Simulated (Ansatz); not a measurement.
# Ba2CuHgO4: the cost of one run

Computed with Ansatz 0.2.0 (DFT PBEsol, scalar-relativistic, plane waves, PAW, unless a step's input says otherwise).

## Step 1: The starting structure

It takes space group P4/mmm (No. 123, tetragonal). Conventional cell: a = 3.853 Å, b = 3.853 Å, c = 9.552 Å, α = 90.00°, β = 90.00°, γ = 90.00°. Around Ba (site symmetry 4mm) lie 8 O at 2.69 to 2.88 Å. Around Cu (site symmetry 4/mmm) lie 4 O at 1.93 Å. Hg (site symmetry 4/mmm) has 2 O at 1.97 Å as nearest neighbours. Around O (site symmetry 4mm) lie 1 Hg at 1.97 Å. O (site symmetry mmm) has 2 Cu at 1.93 Å and 4 Ba at 2.69 Å as nearest neighbours.

Coordinates:

```cif
data_structure
_symmetry_space_group_name_H-M 'P4/mmm'
_symmetry_Int_Tables_number 123
_cell_length_a 3.8530
_cell_length_b 3.8530
_cell_length_c 9.5518
_cell_angle_alpha 90.000
_cell_angle_beta 90.000
_cell_angle_gamma 90.000
_cell_volume 141.80
loop_
_atom_site_label
_atom_site_type_symbol
_atom_site_symmetry_multiplicity
_atom_site_Wyckoff_symbol
_atom_site_fract_x
_atom_site_fract_y
_atom_site_fract_z
_atom_site_occupancy
Ba1 Ba 2 h 0.50000 0.50000 0.69658 1
Cu1 Cu 1 b 0.00000 0.00000 0.50000 1
Hg1 Hg 1 a 0.00000 0.00000 0.00000 1
O1 O 2 g 0.00000 0.00000 0.79352 1
O2 O 2 e 0.00000 0.50000 0.50000 1
```

It goes back to an entry of the Materials Project, which need not be the stable form.

This cell was relaxed beforehand with the same method: volume 17.73 Å³/atom, gap on the mesh none (metal).

## Step 2: Volume × 0.97

File input.yaml:

```yaml
crystal:
  lattice:
    - [3.8140888069, 0.0, 0.0]
    - [0.0, 3.8140888069, 0.0]
    - [0.0, 0.0, 9.4553349428]
  atoms:
    - { symbol: Ba, position: [0.5, 0.5, 0.6965848861] }
    - { symbol: Ba, position: [0.5, 0.5, 0.3034151139] }
    - { symbol: Cu, position: [0.0, 0.0, 0.5] }
    - { symbol: Hg, position: [0.0, 0.0, 0.0] }
    - { symbol: O, position: [0.0, 0.0, 0.7935228437] }
    - { symbol: O, position: [0.0, 0.0, 0.2064771563] }
    - { symbol: O, position: [0.0, 0.5, 0.5] }
    - { symbol: O, position: [0.5, 0.0, 0.5] }
basis:
  ecutwfc: 420
kpoints:
  mp_grid: { grid: [10, 10, 4] }
hamiltonian:
  xc: pbesol
scf:
  occupations: { method: gaussian, width: 0.1 }
output:
  forces: true
  stress: true
  eigenvalues: true
relax:
  adjacent_minimum: "off"
  f_tol: 0.01
  max_steps: 30
  cell: { stress_tol: 0.1, fix: [volume] }
```

Launch:

```console
> ansatz run input.yaml --threads 2 --pin off --max-ram 5120MiB --backend cpu --events-out ev --progress --plain --runs-dir out
```

What time and memory should one allow on 2 threads of Intel Xeon Platinum 8488C (Sapphire Rapids), shared host?

About 75 s, with a peak of 0.72 GiB.
